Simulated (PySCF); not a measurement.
# C4H4BrF: the cost of one run

Computed with PySCF 2.14.0 and routines of our own; the level stands in each step. Atoms count from 0.

## Step 1: The system as given

10 atoms, charge 0, multiplicity 1; geometry from: GFN2-xTB.

## Step 2: Magnetic properties: GIAO HF/pcSseg-1

What the job is given:

```
{"job": {"kind": "mag", "xc": "HF", "basis": "pcSseg-1", "isotopologues": 2}, "charge": 0, "multiplicity": 1}
F     -0.228532     2.403814    -0.173317
C     -0.042498     1.089815    -0.082003
C      1.018221     0.288407    -0.066854
Br     2.878459     0.516348    -0.163878
C      0.185312    -0.964144     0.063006
C     -1.045841    -0.019201     0.043305
H      0.327875    -1.513053     0.991419
H      0.253247    -1.647524    -0.780767
H     -1.705416    -0.141563    -0.813330
H     -1.631945    -0.008246     0.959892
```

Method: GIAO HF/pcSseg-1 magnetisability, rotational g tensor and spin-rotation constants, non-relativistic, gas phase.

On the command line:

```bash
$ OMP_NUM_THREADS=1 python excited_run.py task.json out
```

This one command runs all jobs of the session in turn.

Q: Estimate the wall time and peak memory of this first job on 1 thread of Intel Xeon Platinum 8488C, shared host.

About 8.6 s, with a peak of 0.76 GiB.
